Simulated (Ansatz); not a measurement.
**F₂H₂OSeZr: one species, many methods**

The task here is to estimate one member of a computed series from the others.

Computed with Ansatz 0.2.0, Gaussian basis. Level: functionals in def2-TZVPP, the program's frozen cores in correlated methods.

Levels to be run: PBE-D4, r2SCAN-D4, PBE0-D4, B3LYP-D4, ωB97X-V, ωB97M-V, B2PLYP; CCSD(T)/def2-TZVPP; MP2/def2-QZVPP; extrapolation to the limit.

## Structure used throughout

An earlier PBE0-D4 in a triple-zeta def2 set relaxation fixed the geometry. Zr takes the def2 core potential; no spin-orbit term is included.

7 atoms, charge 0, spin multiplicity 1.

Atoms are counted from 1 here; the program's logs count them from 0.

Bond lengths: O1–Zr2 1.892 Å, O1–H6 0.954 Å, Zr2–F3 1.900 Å, Zr2–F4 1.900 Å, Zr2–Se5 2.590 Å, Se5–H7 1.474 Å. Angles: Zr2–O1–H6 172.2°, O1–Zr2–F3 111.9°, O1–Zr2–F4 111.9°, O1–Zr2–Se5 105.3°, F3–Zr2–F4 107.3°, F3–Zr2–Se5 110.2°, F4–Zr2–Se5 110.2°, Zr2–Se5–H7 88.7°.

Set-up of the first run:

The input, in.yaml:

```yaml
crystal:
  periodic: [false, false, false]
  atoms:
    - {symbol: O, position_ang: [-1.837670, -0.230893, -0.123625]}
    - {symbol: Zr, position_ang: [0.045805, -0.251066, -0.298999]}
    - {symbol: F, position_ang: [0.763807, -1.991288, -0.039554]}
    - {symbol: F, position_ang: [0.605533, 0.341740, -2.015506]}
    - {symbol: Se, position_ang: [0.918552, 1.359893, 1.531650]}
    - {symbol: H, position_ang: [-2.788657, -0.301153, -0.136994]}
    - {symbol: H, position_ang: [2.292620, 1.072768, 1.083018]}
basis:
  gaussian: {orbitals: def2-TZVPP}
hamiltonian: {xc: pbe, dispersion: d4}
output: {forces: true, orbitals: {seedname: orbitals}}
```

On the command line:

```sh
ansatz run in.yaml --threads 2 --pin off --events-out ev --progress --plain --max-ram 32768MiB --backend cpu
```

Steps of the session up to this table: PBE-D4 (GGA); r2SCAN-D4 (meta-GGA); PBE0-D4 (hybrid); B3LYP-D4 (hybrid); ωB97X-V (range-separated); ωB97M-V (range-separated); B2PLYP (double hybrid).

One of the session's tables, all rows but one given; the rest of the session is left out.

It belongs to the step «Orbital energies across the functionals». 

```
functional  HOMO (eV)  gap (eV)
    PBE-D4      -6.17      4.00
 r2SCAN-D4      -6.45      4.46
   PBE0-D4      -7.32      6.00
  B3LYP-D4      -7.08      5.53
   ωB97X-V      -9.54     10.43
   ωB97M-V          ?         ?
```

Q: Estimate the row for ωB97M-V from the others.

**Answer.** HOMO (eV): -9.41; gap (eV): 9.80. In the column «HOMO (eV)» it lies between ωB97X-V (-9.54) and PBE0-D4 (-7.32).
